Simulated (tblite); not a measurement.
# C7H15GaO: the cost of one run

Computed with tblite 0.8.0 and PySCF 2.14.0, with density-fitted response routines of our own, on a single molecule, in the gas phase or a continuum. Atoms count from 0, in the outputs and in this text.

## 1. Starting geometry

24 atoms, charge 0, multiplicity 1; geometry from: force field or distance geometry start.

Bonds of the start (Å): C0–C1 1.36, C1–C2 1.48, C2–C3 1.47, C3–C4 1.50, C4–C5 1.54, C5–O6 1.37, O6–Ga7 1.81, O6–C8 1.39, C8–C3 1.50, C0–H9 1.10, C0–H10 1.10, C1–H11 1.08, C2–H12 1.09, C2–H13 1.12, C3–H14 1.13, C4–H15 1.11, C4–H16 1.10, C5–H17 1.11, C5–H18 1.11, Ga7–H19 1.60, Ga7–H20 1.62, Ga7–H21 1.62, C8–H22 1.11, C8–H23 1.09.

## 2. Relaxing the molecule with GFN2-xTB

The job: settings as JSON, then the geometry in Å.

```
{"job": {"kind": "relax", "xc": "GFN2-xTB", "basis": "xTB"}, "charge": 0, "multiplicity": 1}
C      3.416100     0.757100    -0.013400
C      2.324800     0.399300    -0.747500
C      1.736300    -0.949100    -0.550500
C      0.328000    -0.982000    -0.131700
C     -0.035200    -0.358100     1.186300
C     -1.563800    -0.345100     1.034200
O     -1.864100    -0.337500    -0.301300
Ga    -2.974500     1.039500    -0.662500
C     -0.672300    -0.312600    -1.020700
H      3.841200     0.060000     0.725900
H      3.852500     1.754500    -0.150900
H      1.879500     1.068400    -1.465900
H      1.873400    -1.509900    -1.478900
H      2.352900    -1.435800     0.248700
H      0.027000    -2.067700    -0.056400
H      0.234200     0.713500     1.294300
H      0.288900    -0.939800     2.063500
H     -1.905900    -1.306600     1.463500
H     -2.025800     0.482100     1.615100
H     -3.228700     1.833100     0.707300
H     -4.404400     0.450500    -1.144500
H     -2.345400     1.986200    -1.818600
H     -0.385100     0.760400    -1.097600
H     -0.761600    -0.740700    -2.023900
```

On the command line:

```console
$ OMP_NUM_THREADS=1 python probes_run.py task.json out
```

One launch serves the whole session: the jobs run in the order shown.

Q: Estimate the wall time and peak memory of this first job on 1 thread of Arm Neoverse N1, shared host.

About 4.5 s, with a peak of 0.19 GiB.
